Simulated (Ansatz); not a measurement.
Crystal: MgCuGe.

```
CELL_PARAMETERS angstrom
4.00530 0.00000 0.00000
0.00000 4.00530 0.00000
0.00000 0.00000 6.39475
ATOMIC_POSITIONS crystal
Ge 0.50000 0.00000 0.32202
Ge 0.00000 0.50000 0.67798
Cu 0.50000 0.00000 0.70196
Cu 0.00000 0.50000 0.29804
Mg 0.50000 0.50000 0.00000
Mg 0.00000 0.00000 0.00000
```

The cell comes from a database or a generator and needn't be the stable form of this composition.

Base run:

| Property | Result |
| --- | --- |
| Program | Ansatz 0.2.0 |
| Functional | PBE |
| Potentials or basis | Ansatz PAW |
| Cutoff | 420 eV |
| Density cutoff | 1680 eV |
| k mesh | 7 × 7 × 4 |
| Occupations | fermi-dirac, width 0.05 eV |
| Spin | no spin polarisation |

Its results: band gap on the k mesh none (metal or under the smearing width); pressure 0.3 GPa; largest force 0.106 eV/Å.

Q: The run is repeated on the same cell with these changes: functional from PBE to LDA; occupations from fermi-dirac, width 0.05 eV to gaussian, width 0.05 eV. What comes out?

A: Band gap on the k mesh none (metal or under the smearing width); pressure -5.6 GPa; largest force 0.247 eV/Å.

Caveats: the PAW data sets come from PBE, with cores solved anew for the run's functional, which leaves a small shift of forces and pressure (some runs).

Not every run made on this cell is shown here.
